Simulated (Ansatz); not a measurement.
Geometry optimisation, DFT PBE, scalar-relativistic, plane waves, PAW in Ansatz.

Input:

```yaml
crystal:
  lattice:
    - [-3.2417, -5.614789, 0.0]
    - [4.86255, -2.807395, 0.0]
    - [0.0, 0.0, 5.1876]
  atoms:
    - { symbol: Zn, position: [0.5021882, 0.3380556, 0.004768] }
    - { symbol: Zn, position: [0.5019801, 0.6705316, 0.4989494] }
    - { symbol: O, position: [0.4906147, 0.3390896, 0.3787791] }
    - { symbol: O, position: [0.4950308, 0.6738826, 0.8858136] }
    - { symbol: Zn, position: [0.2446035, 0.1702662, 0.4996622] }
    - { symbol: O, position: [0.2509992, 0.8283168, 0.377752] }
    - { symbol: O, position: [0.2511193, 0.1637477, 0.8781851] }
    - { symbol: Zn, position: [-0.0015607, 0.3356231, 0.000553] }
    - { symbol: Zn, position: [-0.0070555, 0.6671716, 0.498267] }
    - { symbol: O, position: [0.0055364, 0.3353865, 0.3839673] }
    - { symbol: O, position: [0.0008512, 0.6662868, 0.8763473] }
    - { symbol: Zn, position: [0.7484025, 0.832317, 0.0016906] }
    - { symbol: Zn, position: [0.7520993, 0.1663563, 0.4958086] }
    - { symbol: O, position: [0.7457747, 0.8414485, 0.3799057] }
    - { symbol: O, position: [0.7517859, 0.1670299, 0.8826098] }
total_charge: 2
basis:
  ecutwfc: 420.0
kpoints:
  mp_grid: { grid: [2, 2, 2] }
hamiltonian:
  xc: pbe
  pseudopotentials: { kind: paw, azcp: { folder: soft_1 } }
scf:
  occupations: { method: gaussian, width: 0.02 }
  lower_state_search: "off"
relax:
  f_tol: 0.03
  max_steps: 60
  adjacent_minimum: "off"
```

Run as:

```bash
$ ansatz run input.yaml --threads 1 --pin off --max-ram 3072MiB --backend cpu --events-out ev --progress --plain --runs-dir out
```

Q: Where does it end, and by what steps?

A: The forces met the threshold. Limits of this set-up: coarse k mesh, charged cell in a uniform background, uncorrected. After 4 steps the energy has fallen by 0.637 eV; O4 moved furthest, 0.28 Å.

```json
{"step": "0", "energy less start (eV)": "0.0000", "largest force component (eV/Å)": "1.293", "accepted": "yes"}
{"step": "1", "energy less start (eV)": "-0.3042", "largest force component (eV/Å)": "0.949", "accepted": "yes"}
{"step": "2", "energy less start (eV)": "-0.6224", "largest force component (eV/Å)": "0.170", "accepted": "yes"}
{"step": "3", "energy less start (eV)": "-0.6353", "largest force component (eV/Å)": "0.097", "accepted": "yes"}
{"step": "4", "energy less start (eV)": "-0.6370", "largest force component (eV/Å)": "0.011", "accepted": "yes"}
```

```xyz
15
Lattice="-3.2417 -5.6148 0.0000 4.8625 -2.8074 0.0000 0.0000 0.0000 5.1876" Properties=species:S:1:pos:R:3
Zn 0.028 -3.727 -0.001
Zn 1.657 -4.652 2.609
O 0.009 -3.739 1.958
O 1.445 -4.813 4.501
Zn -0.036 -1.842 2.588
O 3.241 -3.734 2.094
O 0.210 -1.984 4.476
Zn 1.628 -0.955 -0.001
Zn 3.245 -1.904 2.609
O 1.629 -0.933 1.958
O 3.277 -1.638 4.500
Zn 1.649 -6.558 0.043
Zn -1.599 -4.683 2.615
O 1.636 -6.551 1.991
O -1.616 -4.673 4.596
```

Whether the end is a true minimum wasn't checked by a vibrational analysis.

Time of the run: 53 s on 1 thread of Arm Neoverse V1, on a shared host, peak memory 0.45 GiB.
